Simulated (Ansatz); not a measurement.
# CHF3O3S (triflic acid) at r2SCAN/6-31G(d) (spherical functions)

Aim: the vertical ionisation energy of CHF3O3S (triflic acid) at r2SCAN/6-31G* (spherical functions), from 2 runs. 

The calculation is run with Ansatz 0.2.0.

115 further runs of the same task are left out: 1 that didn't finish, 114 set aside as unsound or not needed.

## 1. The system as given

CHF3O3S: 9 atoms, total charge 0, spin state singlet. As SMILES, `O=S(=O)(O)C(F)(F)F`. Geometry: relaxed at PBE0-D4/def2-TZVP. This is one conformer, not always the lowest.

Bond lengths: O1–S2 1.422 Å, S2–O3 1.414 Å, S2–O4 1.577 Å, S2–C5 1.848 Å, C5–F6 1.327 Å, C5–F7 1.320 Å, C5–F8 1.319 Å, O4–H9 0.968 Å. Some angles: O1–S2–O3 123.8°, O1–S2–O4 109.3°, O1–S2–C5 106.8°, O3–S2–O4 107.4°, O3–S2–C5 107.2°, O4–S2–C5 99.5°, S2–C5–F6 109.4°, S2–C5–F7 108.8°, S2–C5–F8 110.4°, F6–C5–F7 109.4°.

## 2. A single-point energy at r2SCAN/6-31G(d) (spherical functions)

The input, in.yaml:

```yaml
crystal:
  periodic: [false, false, false]
  atoms:
    - {symbol: O, position_ang: [1.462890, -0.581870, 0.985740]}
    - {symbol: S, position_ang: [0.298500, -0.778940, 0.194370]}
    - {symbol: O, position_ang: [0.144480, -1.837650, -0.729970]}
    - {symbol: O, position_ang: [-0.972740, -0.777950, 1.128120]}
    - {symbol: C, position_ang: [0.003130, 0.796730, -0.725230]}
    - {symbol: F, position_ang: [-0.076560, 1.801740, 0.138180]}
    - {symbol: F, position_ang: [1.014380, 1.004120, -1.547510]}
    - {symbol: F, position_ang: [-1.120920, 0.723830, -1.412290]}
    - {symbol: H, position_ang: [-0.753170, -0.350000, 1.968590]}
basis:
  gaussian: {orbitals: 6-31G_st_-spherical.json}
hamiltonian: {xc: {name: r2SCAN}}
accuracy: high
output: {orbitals: {seedname: orbitals}}
```

The basis set 6-31G* is read from a file made from the Basis Set Exchange's data (not shown).

On the command line:

```bash
$ ansatz run in.yaml --threads 1 --pin off --max-ram 3480MiB --events-out events.jsonl --progress --plain --runs-dir runs
```

What it wrote:

```text
Warning: RAYON_NUM_THREADS=1 ignored (pool sized by the plan → 1); use --threads N
Functional definition: r2SCAN
  name "r2SCAN"
  parameter k0 = 0.174
  parameter k1 = 0.065
  parameter a1 = 4.9479
  exchange = r2scan_x(k0 = k0, k1 = k1, a1 = a1)
  correlation = r2scan_c
2686 factors; integrals over basis functions are off by at most 6.4e-9 eV
mean field evaluation 1: about -26157.9782 eV, gradient 8.5e1 eV
mean field evaluation 2: about -26114.4076 eV, gradient 1.8e2 eV
mean field evaluation 4: about -26169.6453 eV, gradient 1.2e1 eV
mean field evaluation 8: about -26169.8903 eV, gradient 4.3e-1 eV
mean field evaluation 16: about -26169.8906 eV, gradient 5.6e-5 eV
mean field -26169.89058284 eV, -961.7257403306 hartree, gradient 8.9e-8 eV, S^2 0.000000; 0 other end points of the search recorded, 0 dependent functions left out
reference -26169.89058323 eV, -961.7257403449 hartree; 37, 37 occupied and 81, 81 virtual orbitals, 2686 factors
Total energy: -26169.89058323 eV, -961.7257403449 hartree
```

Wall time 21 s (1 thread of Intel Xeon Platinum 8259CL at 2.50GHz (Skylake/Cascade Lake), shared host); peak memory 0.47 GiB.

## 3. The doublet cation at the same level

The input, input.yaml:

```yaml
crystal:
  periodic: [false, false, false]
  atoms:
    - {symbol: O, position_ang: [1.462890, -0.581870, 0.985740]}
    - {symbol: S, position_ang: [0.298500, -0.778940, 0.194370]}
    - {symbol: O, position_ang: [0.144480, -1.837650, -0.729970]}
    - {symbol: O, position_ang: [-0.972740, -0.777950, 1.128120]}
    - {symbol: C, position_ang: [0.003130, 0.796730, -0.725230]}
    - {symbol: F, position_ang: [-0.076560, 1.801740, 0.138180]}
    - {symbol: F, position_ang: [1.014380, 1.004120, -1.547510]}
    - {symbol: F, position_ang: [-1.120920, 0.723830, -1.412290]}
    - {symbol: H, position_ang: [-0.753170, -0.350000, 1.968590]}
basis:
  gaussian: {orbitals: 6-31G_st_-spherical.json}
hamiltonian: {xc: r2scan}
output: {orbitals: {seedname: orbitals}}
accuracy: high
magnetization: {spin_polarized: true, initial_magnetization: 1}
total_charge: 1
```

The basis set 6-31G* is read from a file made from the Basis Set Exchange's data (not shown).

On the command line:

```bash
$ ansatz run input.yaml --threads 1 --pin off --max-ram 3480MiB --events-out events.jsonl --progress --plain --runs-dir runs
```

What it wrote:

```text
Warning: RAYON_NUM_THREADS=1 ignored (pool sized by the plan → 1); use --threads N
[... 7 set-up lines as earlier in the session ...]
2684 factors; integrals over basis functions are off by at most 6.4e-9 eV
mean field evaluation 1: about -26144.0320 eV, gradient 6.6e1 eV
mean field evaluation 2: about -26083.7472 eV, gradient 1.4e2 eV
mean field evaluation 4: about -26154.7869 eV, gradient 2.7e1 eV
mean field evaluation 8: about -26158.1206 eV, gradient 9.1e-1 eV
mean field evaluation 16: about -26158.1137 eV, gradient 3.2e-2 eV
mean field evaluation 32: about -26158.1137 eV, gradient 1.4e-6 eV
mean field evaluation 64: about -26158.0466 eV, gradient 1.1e0 eV
mean field -26158.11367270 eV, -961.2929468653 hartree, gradient 5.0e-8 eV, S^2 0.755039; 8 other end points of the search recorded, 0 dependent functions left out
reference -26158.11367342 eV, -961.2929468920 hartree; 37, 36 occupied and 81, 82 virtual orbitals, 2684 factors
Total energy: -26158.11367342 eV, -961.2929468920 hartree
```

Run time: 84 s. Hardware: 1 thread of Intel Xeon Platinum 8259CL at 2.50GHz (Skylake/Cascade Lake), shared host; peak memory 0.71 GiB.

## 4. What came out

At r2SCAN/6-31G* (spherical functions):

| quantity | value |
| --- | --- |
| singlet CHF3O3S: total energy | -961.72574 Eh |
| singlet CHF3O3S: HOMO energy | -8.45 eV |
| singlet CHF3O3S: LUMO energy | 0.26 eV |
| singlet CHF3O3S: HOMO–LUMO gap | 8.71 eV |
| doublet cation: total energy | -961.29295 Eh |
| doublet cation: HOMO energy (highest over α and β) | -15.58 eV |
| doublet cation: LUMO energy (lowest over α and β) | -15.05 eV |
| doublet cation: ⟨S²⟩ | 0.755 |
| vertical ionisation energy (to the doublet cation) | 11.777 eV |

What this shows: Removing an electron at fixed nuclei costs 11.78 eV (272 kcal/mol). −ε(HOMO) before ionisation, 8.45 eV, is 3.33 eV below this ionisation energy.
